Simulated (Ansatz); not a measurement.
**Ca (diamond type): a single-point run**

The task is a single-point run on Ca (diamond type). The structure is shown as the input types it.

Computed with Ansatz 0.2.0 (DFT, PBEsol, all-electron LAPW, scalar-relativistic, unless a step's input says otherwise).

1 further run of the same task is left out (it didn't finish).

## 1. The system as given

Symmetry: Fd-3m, No. 227, cubic system. The conventional cell has a = 13.041 Å, b = 13.041 Å, c = 13.041 Å, α = 90.00°, β = 90.00°, γ = 90.00°.

Structure file:

```
CELL_PARAMETERS angstrom
0.00000 6.52045 6.52045
6.52045 0.00000 6.52045
6.52045 6.52045 0.00000
ATOMIC_POSITIONS crystal
Ca 0.87500 0.87500 0.87500
Ca 0.12500 0.12500 0.12500
```

## 2. Input and run

The input, input.yaml:

```yaml
crystal:
  lattice:
    - [0.0, 6.52045435, 6.52045435]
    - [6.52045435, 0.0, 6.52045435]
    - [6.52045435, 6.52045435, 0.0]
  atoms:
    - { symbol: Ca, position: [-0.125, -0.125, -0.125] }
    - { symbol: Ca, position: [0.125, 0.125, 0.125] }
kpoints:
  mp_grid: { grid: [9, 9, 9] }
scf:
  occupations: { method: fermi_dirac, width: 0.05 }
  max_iter: 75
hamiltonian:
  xc: pbesol
  pseudopotentials: { kind: all_electron, lapw: { basis_error: 0.001 } }
output:
  forces: true
  stress: true
  eigenvalues: true
  populations: true
```

On the command line:

```
> ansatz run input.yaml --threads 1 --pin off --max-ram 2048MiB --backend cpu --events-out ev --progress --plain --runs-dir out
```

**Question.** How will this run end, and is anything wrong with its input?

This run ends as converged. Convergence says nothing about whether the input makes sense.

The atoms are pulled far apart, so the bonds are broken and near-degenerate levels make the SCF hard. The shortest distance in the input is 5.65 Å, between atoms 1 (Ca) and 2 (Ca).

Fix: restore the intended geometry.
